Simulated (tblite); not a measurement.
# C5H14Si: the cost of one run

Computed with tblite 0.8.0 and PySCF 2.14.0, with density-fitted response routines of our own, on a single molecule in the gas phase. Atoms are numbered from 0 throughout.

### 1 Starting geometry

20 atoms, charge 0, multiplicity 1; geometry from: force field or distance geometry start.

Bonds of the start (Å): C0–C1 1.51, C1–Si2 1.85, Si2–C3 1.88, Si2–C4 1.84, C4–C5 1.49, C0–H6 1.10, C0–H7 1.12, C0–H8 1.12, C1–H9 1.12, C1–H10 1.12, Si2–H11 1.49, C3–H12 1.10, C3–H13 1.12, C3–H14 1.13, C4–H15 1.09, C4–H16 1.12, C5–H17 1.10, C5–H18 1.11, C5–H19 1.13.

### 2 Relaxing the molecule with GFN2-xTB

Job settings and geometry (Å):

```
{"job": {"kind": "relax", "xc": "GFN2-xTB", "basis": "xTB"}, "charge": 0, "multiplicity": 1}
C     -1.091500    -2.089000    -0.175300
C     -1.336600    -0.716800     0.408800
Si    -0.467900     0.633900    -0.511900
C     -0.715800     2.325800     0.259400
C      1.347000     0.391500    -0.687300
C      1.996000    -0.328100     0.446600
H     -1.075200    -2.093300    -1.277100
H     -1.908300    -2.760200     0.194000
H     -0.151300    -2.538300     0.227800
H     -0.977900    -0.769300     1.472800
H     -2.437000    -0.532100     0.369200
H     -1.057900     0.614800    -1.877900
H     -1.665100     2.802300    -0.025800
H      0.106400     2.998800    -0.079000
H     -0.605500     2.270000     1.382700
H      1.577000    -0.082600    -1.646200
H      1.807100     1.416800    -0.727500
H      1.430300    -0.247500     1.389700
H      2.203000    -1.392700     0.189000
H      3.018000     0.106500     0.664900
```

Command:

```bash
OMP_NUM_THREADS=1 python probes_run.py task.json out
```

One launch serves the whole session: the jobs run in the order shown.

Q: Estimate the wall time and peak memory of this first job on 1 thread of Arm Neoverse V1, shared host.

About 1.1 s, with a peak of 0.18 GiB.
